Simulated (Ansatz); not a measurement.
# AgB2 (P6/mmm) in Ansatz: convergence with wavefunction cutoff

Aim: find how far wavefunction cutoff must go before the results for AgB2 settle, at PBE+U. This setting moves, with any that are tied to it; all else stays.

Everything below comes from runs of Ansatz 0.2.0. Logs are shortened: lines on timing, memory, paths and dates and some standing lists are left out, and cuts for length are marked.

## Step 1: The crystal as given

Symmetry: P6/mmm, No. 191, hexagonal system. Conventional cell: a = 3.000 Å, b = 3.000 Å, c = 3.240 Å, α = 90.00°, β = 90.00°, γ = 120.00°. Ag (site symmetry 6/mmm) is surrounded by 12 B at 2.37 Å. B (site symmetry -6m2) is surrounded by 3 B at 1.73 Å.

## Step 2: With wavefunction cutoff 400 eV

The input, input.yaml:

```yaml
crystal:
  lattice:
    - [3.0, 0.0, 0.0]
    - [-1.5, 2.5980762114, 0.0]
    - [0.0, 0.0, 3.24]
  atoms:
    - { symbol: Ag, position: [0.0, 0.0, 0.0] }
    - { symbol: B, position: [0.6666666667, 0.3333333333, 0.5] }
    - { symbol: B, position: [0.3333333333, 0.6666666667, 0.5] }
hamiltonian:
  xc: pbe
  pseudopotentials: { kind: nc, accuracy: standard }
  hubbard: { sites: [{ species: Ag, l: d, u_eff: 6.0 }] }
kpoints:
  mp_grid: { grid: [9, 9, 7] }
scf:
  occupations: { method: cold, width: 0.05 }
output:
  forces: true
  stress: true
  eigenvalues: true
basis:
  ecutwfc: "400 eV"
```

Potentials or basis: PseudoDojo standard (PBE files).

Command:

```
ansatz run input.yaml --threads 2 --pin off --max-ram 5632MiB --backend cpu --events-out ev --progress --plain --runs-dir out
```

Standard output:

```text
Warning: basis.ecutwfc = 400 eV is below the records' recommended 1115.666836 eV, and the density's cutoff is lower with it unless basis.ecutrho_ratio is high enough to keep the records' density cutoff: compare with a run at a higher cutoff
Warning: RAYON_NUM_THREADS=2 ignored (pool sized by the plan → 2); use --threads N
Engine: ansatz 0.2.0, aarch64-unknown-linux-gnu
Pseudopotentials: kind: nc
Pseudopotential: Ag, nc, valence charge 19, recommended cutoff 1115.666836 eV (normal), Ag.nc.azcp (PseudoDojo's, or run here from an input of PseudoDojo's; its table is named by hamiltonian.pseudopotentials.accuracy)
Pseudopotential: B, nc, valence charge 3, recommended cutoff 1034.032677 eV (normal), B.nc.azcp (PseudoDojo's, or run here from an input of PseudoDojo's; its table is named by hamiltonian.pseudopotentials.accuracy)
Functional definition: PBE
  parameter kappa = 0.804
  parameter beta = 0.06672455060314922
  exchange = pbe_x(kappa = kappa, mu = beta*pi^2/3)
  correlation = pbe_c(beta = beta)
Crystal: 3 atoms, lattice volume = 25.253 Å³
Basis set: ecut = 400 eV, 455 PW (Γ), exchange–correlation on 40×40×48 points (8 copies of the dense FFT grid, shifted against one another)
Bands: 17, of which v1, the nominal top of the filled ones, is band 13 counted from 1 (12 counted from 0)
Symmetry: 24 space group operations
Space group: P6/mmm (ITA 191), of the structure as read, at distance tolerance 2.9e-5 Å
k-points: 48 of 567
Non-local potential: Ag, projectors of the file, l = 0: 2, l = 1: 2, l = 2: 2
Non-local potential: B, projectors of the file, l = 0: 2, l = 1: 2
Initial density: superposition of atomic densities (chi_scale 0.1, normalization cell, long waves kept (reshape's long-wave potential 0.00 eV rms))
Initial wavefunctions: pseudopotential atomic-orbital guess
Functional: x = pbe(κ = 0.804, μ = 0.2195149727645171), c = pbe(β = 0.06672455060314922)
SCF iter   1: F=—  HF=-4345.678739 eV  |F-HF|=—  |Δ(HF+E_count)|=         —  Δρ=3.73e-1  dr2=2.95e1  ethr=3.10e-3  ⟨swp⟩=6.0  Hψ=4723  notcnv=0
preconditioner: auto → none  [insulator: Δε(μ)=0.094 eV  Ē_g=12.177 eV  σ=0.050 eV  W_gap=0.72  n_scr=8 (ndim 8)  ℏωp=30.5 eV  f_vac=0.000  D(μ)=0.68/eV (n_scr^D=2)  ε∞_Penn≈7.3]
SCF iter   2: F=—  HF=-4339.682147 eV  |F-HF|=—  |Δ(HF+E_count)|=    6.00e0  S|Δr|=    0.00e0  Δρ=1.79e-1  dr2=7.08e0  ethr=3.10e-3  ⟨swp⟩=4.1  Hψ=2731  notcnv=0  defer=19
SCF iter   3: F=—  HF=-4337.345617 eV  |F-HF|=—  |Δ(HF+E_count)|=    2.34e0  S|Δr|=    0.00e0  Δρ=8.16e-2  dr2=3.00e-1  ethr=3.10e-3  ⟨swp⟩=3.2  Hψ=2166  notcnv=0  defer=25
SCF iter   4: F=—  HF=-4337.370020 eV  |F-HF|=—  |Δ(HF+E_count)|=   2.44e-2  S|Δr|=    0.00e0  Δρ=2.95e-2  dr2=2.57e-1  ethr=1.20e-3  ⟨swp⟩=2.9  Hψ=1802  notcnv=0  defer=24
SCF iter   5: F=—  HF=-4337.310033 eV  |F-HF|=—  |Δ(HF+E_count)|=   6.00e-2  S|Δr|=    0.00e0  Δρ=1.17e-2  dr2=3.76e-2  ethr=1.03e-3  ⟨swp⟩=2.3  Hψ=1292  notcnv=0  defer=23
SCF iter   6: F=—  HF=-4337.302225 eV  |F-HF|=—  |Δ(HF+E_count)|=   7.81e-3  S|Δr|=    0.00e0  Δρ=5.28e-3  dr2=8.19e-3  ethr=1.50e-4  ⟨swp⟩=1.7  Hψ=1093  notcnv=0  defer=23
SCF iter   7: F=—  HF=-4337.300500 eV  |F-HF|=—  |Δ(HF+E_count)|=   1.73e-3  S|Δr|=    0.00e0  Δρ=1.33e-3  dr2=5.71e-4  ethr=3.27e-5  ⟨swp⟩=2.5  Hψ=1206  notcnv=0  defer=23
SCF iter   8: F=—  HF=-4337.300375 eV  |F-HF|=—  |Δ(HF+E_count)|=   1.25e-4  S|Δr|=    0.00e0  Δρ=2.88e-4  dr2=2.64e-5  ethr=2.28e-6  ⟨swp⟩=2.2  Hψ=1289  notcnv=0  defer=23
SCF iter   9: F=—  HF=-4337.300370 eV  |F-HF|=—  |Δ(HF+E_count)|=   4.67e-6  S|Δr|=    0.00e0  Δρ=3.13e-5  dr2=2.64e-7  ethr=1.06e-7  ⟨swp⟩=2.1  Hψ=1217  notcnv=0  defer=23
SCF iter  10: F=-4337.300370 eV  HF=-4337.300370 eV  |F-HF|=6.28e-10  |Δ(HF+E_count)|=   7.36e-8  S|Δr|=    0.00e0  Δρ=3.72e-6  dr2=1.35e-9  ethr=4.00e-10  ⟨swp⟩=9.1  Hψ=4598  notcnv=0
SCF 1 converged in 10 iterations: F = -4337.300370 eV  dr2 = 1.35e-9
SCF converged after 10 iterations
Stability not checked: this state was not tested for a lower state beside it, because cold or Methfessel-Paxton smearing, or corrected tetrahedra, fill the levels in a way that the test cannot read (fill_not_monotonic; see scf.lower_state_search)
Free energy (F): -4337.300370 eV
Harris-Foulkes:  -4337.300370 eV  (|F-HF|=6.28e-10)
Internal energy: -4337.299873 eV  (E = F + TS)
E sigma→0 (E₀):  -4337.300205 eV
Entropy (-TS):   -0.000497 eV (-0.166 meV/atom)
Fermi energy:    18.669530 eV
--- Per-component energies (eV) ---
  E_band       = -202.794750
  E_kinetic    = 1489.176523
  E_local      = -3056.124469  (includes V_loc(G=0)·N_el)
  E_nonlocal   = -12.176591
  E_hartree    = 1002.890386
  E_xc         = -692.561361
  E_vxc        = -602.786029  (∫ρ·V_xc dr)
  E_hubbard    = 1.095046  (on-site DFT+U / exact-exchange correction)
  E_vhub       = -26.664400  (the Hubbard potential's part of the band-sum identity)
  E_ewald      = -3069.599408
  E_smearing   = -0.000497  (= −TS)
  E_closure    = -0.000000  (closes the sum)
  Σ components = -4337.300370   (vs F -4337.300370, Δ=0.00e0)
--- Forces (eV/Å), atoms counted from 1 ---
  atom   1  Ag     0.00000000     0.00000000     0.00000000
  atom   2  B     -0.00000000     0.00000000     0.00000000
  atom   3  B     -0.00000000    -0.00000000     0.00000000
  max |Σ_I F_I| component: 3.70e-17 eV/Å
--- Stress (GPa, compression-positive) ---
       52.545150      -0.000000       0.000000
       -0.000000      52.545150       0.000000
        0.000000       0.000000      87.578703
  P = ⅓ Tr σ = 64.2230 GPa (642.230 kbar)
--- Band table (eV; the first three rows and the last of 48) ---
  k-point 0: bands = ["-76.4116", "-41.7681", "-41.7681", "-41.7517", "4.3348", "9.4443", "10.5649", "10.5649", "11.9483", "11.9483", "15.5042", "19.8102", "19.8102", "24.3940", "24.3940", "24.9669", "25.9832"]
  k-point 1: bands = ["-76.1431", "-41.7184", "-41.7184", "-41.5897", "4.6026", "9.8889", "10.7451", "10.7451", "12.3116", "12.3116", "14.7607", "19.5942", "19.5942", "24.9696", "24.9696", "25.9271", "26.3297"]
  k-point 2: bands = ["-76.4806", "-41.8187", "-41.8187", "-41.7393", "5.3003", "9.4521", "10.5756", "10.5756", "11.3625", "11.3625", "13.4554", "19.0518", "19.0518", "25.8005", "26.3835", "26.3835", "29.0003"]
  k-point 47: bands = ["-76.6357", "-41.8861", "-41.8861", "-41.7719", "7.7521", "7.7521", "10.2471", "10.2471", "11.4693", "12.7955", "16.3013", "16.3013", "18.6397", "18.6397", "22.5135", "30.5527", "30.5527"]
Occupation matrices written to <dir>
```

Run time: 0.69 s. Hardware: 2 threads of Arm Neoverse V2, shared host; peak memory 0.25 GiB.

Results:

| Item | Value |
| --- | --- |
| Free energy | -4337.3004 eV |
| Pressure | 64.2 GPa |
| Band gap on the k mesh | none (metal or under the smearing width) |

## Step 3: With wavefunction cutoff 500 eV

Edit input.yaml of step 2 so:

```diff
@@ -22,2 +22,2 @@
 basis:
-  ecutwfc: "400 eV"
+  ecutwfc: "500 eV"
```

Potentials or basis: PseudoDojo standard (PBE files).

Command:

```
ansatz run input.yaml --threads 2 --pin off --max-ram 5632MiB --backend cpu --events-out ev --progress --plain --runs-dir out
```

It took 0.73 s on 2 threads of Arm Neoverse V2, shared host; peak memory 0.26 GiB.

Results:

```yaml
Free_energy: -4359.7060 eV
Pressure: 61.4 GPa
Band_gap_on_the_k_mesh: none (metal or under the smearing width)
```

## Step 4: With wavefunction cutoff 600 eV

Edit input.yaml of step 3 so:

```diff
@@ -22,2 +22,2 @@
 basis:
-  ecutwfc: "500 eV"
+  ecutwfc: "600 eV"
```

Command:

```
ansatz run input.yaml --threads 2 --pin off --max-ram 5632MiB --backend cpu --events-out ev --progress --plain --runs-dir out
```

Run time: 1 s. Hardware: 2 threads of Arm Neoverse V2, shared host; peak memory 0.28 GiB.

Results:

* Free energy: -4368.9929 eV
* Pressure: 60.3 GPa
* Band gap on the k mesh: none (metal or under the smearing width)

## Step 5: With wavefunction cutoff 700 eV

Edit input.yaml of step 4 so:

```diff
@@ -22,2 +22,2 @@
 basis:
-  ecutwfc: "600 eV"
+  ecutwfc: "700 eV"
```

Command:

```
ansatz run input.yaml --threads 2 --pin off --max-ram 5632MiB --backend cpu --events-out ev --progress --plain --runs-dir out
```

Run time: 1.2 s. Hardware: 2 threads of Arm Neoverse V2, shared host; peak memory 0.3 GiB.

What came out:

```yaml
Free_energy: -4372.5997 eV
Pressure: 61.4 GPa
Band_gap_on_the_k_mesh: none (metal or under the smearing width)
```

## Step 6: With wavefunction cutoff 850 eV

Edit input.yaml of step 5 so:

```diff
@@ -22,2 +22,2 @@
 basis:
-  ecutwfc: "700 eV"
+  ecutwfc: "850 eV"
```

Potentials or basis: PseudoDojo standard (PBE files).

Command:

```
ansatz run input.yaml --threads 2 --pin off --max-ram 5632MiB --backend cpu --events-out ev --progress --plain --runs-dir out
```

Wall time 1.4 s (2 threads of Arm Neoverse V2, shared host); peak memory 0.34 GiB.

It converged, with:

- Free energy: -4374.1052 eV
- Pressure: 61.2 GPa
- Band gap on the k mesh: none (metal or under the smearing width)

## Step 7: With wavefunction cutoff 1000 eV

Edit input.yaml of step 6 so:

```diff
@@ -22,2 +22,2 @@
 basis:
-  ecutwfc: "850 eV"
+  ecutwfc: "1000 eV"
```

Command:

```
ansatz run input.yaml --threads 2 --pin off --max-ram 5632MiB --backend cpu --events-out ev --progress --plain --runs-dir out
```

Wall time 1.9 s (2 threads of Arm Neoverse V2, shared host); peak memory 0.36 GiB.

It converged, with:

```yaml
Free_energy: -4374.3213 eV
Pressure: 61.2 GPa
Band_gap_on_the_k_mesh: none (metal or under the smearing width)
```

## Step 8: With wavefunction cutoff 1200 eV

Edit input.yaml of step 7 so:

```diff
@@ -22,2 +22,2 @@
 basis:
-  ecutwfc: "1000 eV"
+  ecutwfc: "1200 eV"
```

Command:

```
ansatz run input.yaml --threads 2 --pin off --max-ram 5632MiB --backend cpu --events-out ev --progress --plain --runs-dir out
```

Wall time 2.3 s (2 threads of Arm Neoverse V2, shared host); peak memory 0.4 GiB.

It converged, with:

```yaml
Free_energy: -4374.3384 eV
Pressure: 61.2 GPa
Band_gap_on_the_k_mesh: none (metal or under the smearing width)
```

## Step 9: With wavefunction cutoff 1400 eV

Edit input.yaml of step 8 so:

```diff
@@ -22,2 +22,2 @@
 basis:
-  ecutwfc: "1200 eV"
+  ecutwfc: "1400 eV"
```

Potentials or basis: PseudoDojo standard (PBE files).

Command:

```
ansatz run input.yaml --threads 2 --pin off --max-ram 5632MiB --backend cpu --events-out ev --progress --plain --runs-dir out
```

Run time: 2.7 s. Hardware: 2 threads of Arm Neoverse V2, shared host; peak memory 0.44 GiB.

The run converged. Its results:

```yaml
Free_energy: -4374.3387 eV
Pressure: 61.2 GPa
Band_gap_on_the_k_mesh: none (metal or under the smearing width)
```

## Step 10: With wavefunction cutoff 1700 eV

Edit input.yaml of step 9 so:

```diff
@@ -22,2 +22,2 @@
 basis:
-  ecutwfc: "1400 eV"
+  ecutwfc: "1700 eV"
```

Command:

```
ansatz run input.yaml --threads 2 --pin off --max-ram 5632MiB --backend cpu --events-out ev --progress --plain --runs-dir out
```

It took 3.2 s on 2 threads of Arm Neoverse V2, shared host; peak memory 0.53 GiB.

It converged, with:

```yaml
Free_energy: -4374.3390 eV
Pressure: 61.2 GPa
Band_gap_on_the_k_mesh: none (metal or under the smearing width)
```

## Step 11: Summary

| wavefunction cutoff | energy less the tightest run, at zero smearing (meV/atom) | pressure (GPa) | SCF cycles | CPU time (s) | peak memory (GiB) |
| --- | --- | --- | --- | --- | --- |
| 400 eV | 12346.11 | 64.22 | 10 | 1.3 | 0.25 |
| 500 eV | 4877.53 | 61.37 | 8 | 1.4 | 0.26 |
| 600 eV | 1782.03 | 60.28 | 8 | 1.9 | 0.28 |
| 700 eV | 579.77 | 61.35 | 8 | 2.2 | 0.3 |
| 850 eV | 77.94 | 61.19 | 8 | 2.8 | 0.34 |
| 1000 eV | 5.91 | 61.17 | 8 | 3.7 | 0.36 |
| 1200 eV | 0.21 | 61.18 | 8 | 4.5 | 0.4 |
| 1400 eV | 0.11 | 61.18 | 8 | 5.3 | 0.44 |
| 1700 eV | 0.00 | 61.18 | 8 | 6.2 | 0.53 |

Against the tightest run, the energy stays within 1 meV/atom from 1200 eV on; the pressure stays within 0.1 GPa from 850 eV on. The tightest run that finished is the yardstick and may itself not be fully converged.

Caveats: a pressure of tens of GPa on the cell as given is suspect, and the run, the potentials or the cell itself is likely at fault; U without spin polarisation on a metal has little footing; the U is typed as a test and isn't derived for this compound.
